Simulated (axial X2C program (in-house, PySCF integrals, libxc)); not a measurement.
# Linear FTiF⁺ at several levels

One table from this session's results is given with a row withheld; the runs are named, their logs left out.

Method: all-electron X2C, two-component (2c) or spin-free, F dyall-av3z, Ti dyall-v3z; program: an in-house X2C program for linear molecules on PySCF integrals.

All values are calculated.

2 further runs of the same task are left out: 2 set aside as unsound or not needed.

Set-up of the first run:

task.json reads:

```json
{"zs": [9, 22, 9], "q": 1, "bas": ["dyall-av3z", "dyall-v3z", "dyall-av3z"], "r0": [2.0, 2.0], "symm": 1, "scan": ["PBE0", "HF", "BHandHLYP"], "levels": ["PBE0", "HF", "BHandHLYP"], "nst": 2}
```

Keys: zs atomic numbers; q charge; bas basis sets; r0 starting distance in Å; symm equal bonds; scan levels of the two-bond scan (MP2 follows by itself at each HF point); levels methods; nst determinants followed.

Run with:

```
> python solin.py task.json out
```

Masses F 18.998, Ti 47.948, F 18.998 u.

Among the steps run: Scan at PBE0, 2c; Scan at HF, 2c; Scan at BHandHLYP, 2c.

One of the session's tables, all rows but one given; the rest of the session is left out.

```
               level  r(F–Ti) (Å)  r(Ti–F) (Å)  lower stretch (cm⁻¹)  upper stretch (cm⁻¹)
            PBE0, 2c        1.740        1.740                 729.6                 863.4
              HF, 2c            ?            ?                     ?                     ?
       BHandHLYP, 2c        1.740        1.740                 746.2                 877.2
             MP2, 2c        1.744        1.744                 736.3                 853.8
     PBE0, spin-free        1.740        1.740                 729.7                 863.4
       HF, spin-free        1.749        1.749                 753.4                 878.2
BHandHLYP, spin-free        1.740        1.740                 746.2                 877.3
      MP2, spin-free        1.744        1.744                 736.3                 853.8
```

Estimate the missing values for HF, 2c.

**Answer.** r(F–Ti) (Å): 1.749; r(Ti–F) (Å): 1.749; lower stretch (cm⁻¹): 753.4; upper stretch (cm⁻¹): 878.0.

Scans not shown above were run alike.

Limits of these values: The molecule was held linear; bending was not examined, so a bent shape may lie lower. Note: functional without a current term on a determinant with orbital currents, of the molecule or an atom.
